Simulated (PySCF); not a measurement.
**Be: dipole response in aug-cc-pVDZ-DK**

How polarisable is Be at the levels listed below?

Method: unrestricted determinants in a Gaussian basis, no spin-orbit coupling in the energies. Code: PySCF 2.14.0.

**1. Starting point**

| Item | Value |
| --- | --- |
| Element | beryllium (Z = 4) |
| Basis | aug-cc-pVDZ-DK (4s3p2d, 23 functions) |
| Hamiltonian | the spin-free X2C one-electron Hamiltonian (Gaussian nucleus) |
| State 1 | Be: [He] 2s2, closed-shell 1S |
| Methods | UHF, PBE, PBE0, PBEsol, wB97M-V |

The outer shells:

Be [He] 2s2
```
[He] core
2s [↑↓]
```

The runs were made by one driver on top of PySCF. The scripts below sum up each run's settings (the driver also hands on starting orbitals that pick excited configurations, and frozen orbitals as a list rather than a count), and the logs come from the driver's own runs. The driver starts from symmetry-adapted Hartree-Fock orbitals, holds the occupation by maximum overlap and uses a logarithmic radial grid for functionals, so a plain start would take other cycles.

The integrals over 23 functions and the set-up took 0.09 s of CPU time.

**2. Be: the ladder of methods**

**UHF**

Contents of input.py:

```python
from pyscf import gto, scf, dft, mp, cc
import basis_set_exchange as bse
mol = gto.M(atom="Be 0 0 0", charge=0, spin=0, symmetry="D2h",
            basis=gto.basis.parse(bse.get_basis("aug-cc-pVDZ-DK", elements=["Be"], fmt="nwchem")),
            nucmod="G")
mf = scf.UHF(mol).sfx2c1e()
mf.irrep_nelec = {'Ag': (2, 2)}
mf.kernel()
```

The log of the run:

```text
damping factor = 0
level_shift factor = 0
DIIS = <class 'pyscf.scf.diis.CDIIS'>
diis_start_cycle = 1
diis_space = 10
diis_damp = 0
SCF conv_tol = 1e-09
SCF conv_tol_grad = None
number electrons alpha = 2  beta = 2
cycle= 1 E= -14.5748862166232  delta_E= -9.55e-12  |g|= 5.2e-07  |ddm|= 1.6e-05
converged SCF energy = -14.5748862166232  <S^2> = -7.9936058e-15  2S+1 = 1
```

It used 0.32 s of CPU time after the integrals (shared host).

Orbital energies by shell (radii are means over both spins):

```csv
shell,electrons,mean orbital energy (eV),spread (eV),rms radius (bohr)
1s,2,-128.81,0,0.483
2s,2,-8.420,0,2.91
```

⟨S²⟩ = 0.000, ⟨L²⟩ = 0.00.

The driver then solved the coupled dipole response at imaginary frequencies: mean α = 44.89 bohr³, C₆ = 279.3 au for a like pair.

**PBE**

Changes to input.py:

```diff
@@ -5,3 +5,3 @@
             nucmod="G")
-mf = scf.UHF(mol).sfx2c1e()
+mf = dft.UKS(mol, xc="PBE").sfx2c1e()
 mf.irrep_nelec = {'Ag': (2, 2)}
```

The log of the run:

```text
damping factor = 0
level_shift factor = 0
DIIS = <class 'pyscf.scf.diis.CDIIS'>
diis_start_cycle = 1
diis_space = 10
diis_damp = 0
SCF conv_tol = 1e-09
SCF conv_tol_grad = None
number electrons alpha = 2  beta = 2
XC functionals = PBE
    J. P. Perdew, K. Burke, and M. Ernzerhof.,  Phys. Rev. Lett. 77, 3865 (1996)
    J. P. Perdew, K. Burke, and M. Ernzerhof.,  Phys. Rev. Lett. 78, 1396 (1997)
    J. P. Perdew, K. Burke, and M. Ernzerhof.,  Phys. Rev. Lett. 77, 3865 (1996)
    J. P. Perdew, K. Burke, and M. Ernzerhof.,  Phys. Rev. Lett. 78, 1396 (1997)
cycle= 1 E= -14.6303390462311  delta_E= -0.000778  |g|= 0.00148  |ddm|= 0.208
cycle= 2 E= -14.6303441735463  delta_E= -5.13e-06  |g|= 0.000345  |ddm|= 0.0292
cycle= 3 E= -14.630344426231  delta_E= -2.53e-07  |g|= 1.73e-06  |ddm|= 0.00542
cycle= 4 E= -14.6303444262337  delta_E= -2.67e-12  |g|= 9.39e-08  |ddm|= 2.33e-05
converged SCF energy = -14.6303444262337  <S^2> = -1.0658141e-14  2S+1 = 1
```

It used 0.19 s of CPU time after the integrals (shared host).

The driver then solved the coupled dipole response at imaginary frequencies: mean α = 42.30 bohr³, C₆ = 255.8 au for a like pair.

**PBE0**

Changes to input.py:

```diff
@@ -5,3 +5,3 @@
             nucmod="G")
-mf = dft.UKS(mol, xc="PBE").sfx2c1e()
+mf = dft.UKS(mol, xc="PBE0").sfx2c1e()
 mf.irrep_nelec = {'Ag': (2, 2)}
```

The log of the run:

```text
damping factor = 0
level_shift factor = 0
DIIS = <class 'pyscf.scf.diis.CDIIS'>
diis_start_cycle = 1
diis_space = 10
diis_damp = 0
SCF conv_tol = 1e-09
SCF conv_tol_grad = None
number electrons alpha = 2  beta = 2
XC functionals = PBE0
    C. Adamo and V. Barone.,  J. Chem. Phys. 110, 6158 (1999)
    M. Ernzerhof and G. E. Scuseria.,  J. Chem. Phys. 110, 5029 (1999)
cycle= 1 E= -14.6377564528563  delta_E= -0.000491  |g|= 0.000816  |ddm|= 0.156
cycle= 2 E= -14.6377567308494  delta_E= -2.78e-07  |g|= 2.45e-05  |ddm|= 0.00493
cycle= 3 E= -14.6377567329733  delta_E= -2.12e-09  |g|= 3.11e-06  |ddm|= 0.000399
cycle= 4 E= -14.6377567330025  delta_E= -2.92e-11  |g|= 6e-08  |ddm|= 6.81e-05
converged SCF energy = -14.6377567330025  <S^2> = -8.8817842e-15  2S+1 = 1
```

CPU time 0.25 s on a shared host, the integrals not counted.

The driver then solved the coupled dipole response at imaginary frequencies: mean α = 42.59 bohr³, C₆ = 258.3 au for a like pair.

**PBEsol**

Changes to input.py:

```diff
@@ -5,3 +5,3 @@
             nucmod="G")
-mf = dft.UKS(mol, xc="PBE0").sfx2c1e()
+mf = dft.UKS(mol, xc="PBEsol").sfx2c1e()
 mf.irrep_nelec = {'Ag': (2, 2)}
```

The log of the run:

```text
damping factor = 0
level_shift factor = 0
DIIS = <class 'pyscf.scf.diis.CDIIS'>
diis_start_cycle = 1
diis_space = 10
diis_damp = 0
SCF conv_tol = 1e-09
SCF conv_tol_grad = None
number electrons alpha = 2  beta = 2
XC functionals = PBEsol
    J. P. Perdew, A. Ruzsinszky, G. I. Csonka, O. A. Vydrov, G. E. Scuseria, L. A. Constantin, X. Zhou, and K. Burke.,  Phys. Rev. Lett. 100, 136406 (2008)
    J. P. Perdew, A. Ruzsinszky, G. I. Csonka, O. A. Vydrov, G. E. Scuseria, L. A. Constantin, X. Zhou, and K. Burke.,  Phys. Rev. Lett. 100, 136406 (2008)
cycle= 1 E= -14.5326365676064  delta_E= -0.000772  |g|= 0.000719  |ddm|= 0.145
cycle= 2 E= -14.5326375659673  delta_E= -9.98e-07  |g|= 0.000132  |ddm|= 0.0118
cycle= 3 E= -14.532637602708  delta_E= -3.67e-08  |g|= 8.02e-06  |ddm|= 0.00211
cycle= 4 E= -14.5326376028303  delta_E= -1.22e-10  |g|= 2.97e-08  |ddm|= 0.000111
converged SCF energy = -14.5326376028303  <S^2> = -7.9936058e-15  2S+1 = 1
```

CPU time 0.18 s on a shared host, the integrals not counted.

The driver then solved the coupled dipole response at imaginary frequencies: mean α = 43.13 bohr³, C₆ = 263.9 au for a like pair.

**wB97M-V**

Changes to input.py:

```diff
@@ -5,3 +5,3 @@
             nucmod="G")
-mf = dft.UKS(mol, xc="PBEsol").sfx2c1e()
+mf = dft.UKS(mol, xc="WB97M_V").sfx2c1e()
 mf.irrep_nelec = {'Ag': (2, 2)}
```

The log of the run:

```text
damping factor = 0
level_shift factor = 0
DIIS = <class 'pyscf.scf.diis.CDIIS'>
diis_start_cycle = 1
diis_space = 10
diis_damp = 0
SCF conv_tol = 1e-09
SCF conv_tol_grad = None
number electrons alpha = 2  beta = 2
XC functionals = WB97M_V
    N. Mardirossian and M. Head-Gordon.,  J. Chem. Phys. 144, 214110 (2016)
NLC functional = WB97M_V
cycle= 1 E= -14.6630030052589  delta_E= -0.000503  |g|= 0.00224  |ddm|= 0.229
cycle= 2 E= -14.6630076145997  delta_E= -4.61e-06  |g|= 0.000217  |ddm|= 0.0265
cycle= 3 E= -14.663007686733  delta_E= -7.21e-08  |g|= 1.23e-05  |ddm|= 0.00335
cycle= 4 E= -14.6630076872903  delta_E= -5.57e-10  |g|= 2.19e-06  |ddm|= 0.000111
converged SCF energy = -14.6630076872903  <S^2> = -7.9936058e-15  2S+1 = 1
```

It used 0.6 s of CPU time after the integrals (shared host).

The driver then solved the coupled dipole response at imaginary frequencies: mean α = 41.88 bohr³, C₆ = 237.8 au for a like pair.

Radial density 4πr²ρ of Be at UHF:

```csv
r (bohr),density
0.00835,0.0293
0.0141,0.0795
0.0236,0.207
0.0398,0.514
0.0669,1.17
0.112,2.32
0.189,3.62
0.318,3.85
0.535,2.20
0.900,0.603
1.51,0.654
2.55,0.711
4.28,0.195
7.21,0.00797
```

**3. The response side by side**

Be, in atomic units:

```csv
method,mean α,C₆ (like pair),S(−4)
UHF,44.89,279.3,1341
PBE,42.30,255.8,1192
PBE0,42.59,258.3,1207
PBEsol,43.13,263.9,1234
wB97M-V,41.88,237.8,1313
```

Reference α: 37.74 ± 0.03 bohr³ (recommended; Schwerdtfeger and Nagle, table of static dipole polarizabilities (2023 update)). Published C₆: 227.0 (Chu and Dalgarno (2004); Tang, Norbeck and Certain (1976)).

α(iu) at wB97M-V:

```csv
u (hartree),α(iu) (bohr³)
0,41.88
0.0500,38.84
0.100,31.93
0.200,18.80
0.300,11.26
0.500,5.002
0.750,2.424
1.00,1.417
1.50,0.6568
2.00,0.3807
3.00,0.1778
5.00,0.06861
```

**4. Outcome**

```
quantity                                                  value
 α of Be  41.88 (wB97M-V) to 44.89 (UHF) bohr³; reference 37.74
```

In words: For Be wB97M-V is nearest the reference (+11 %). The basis is finite, and no extrapolation was made.
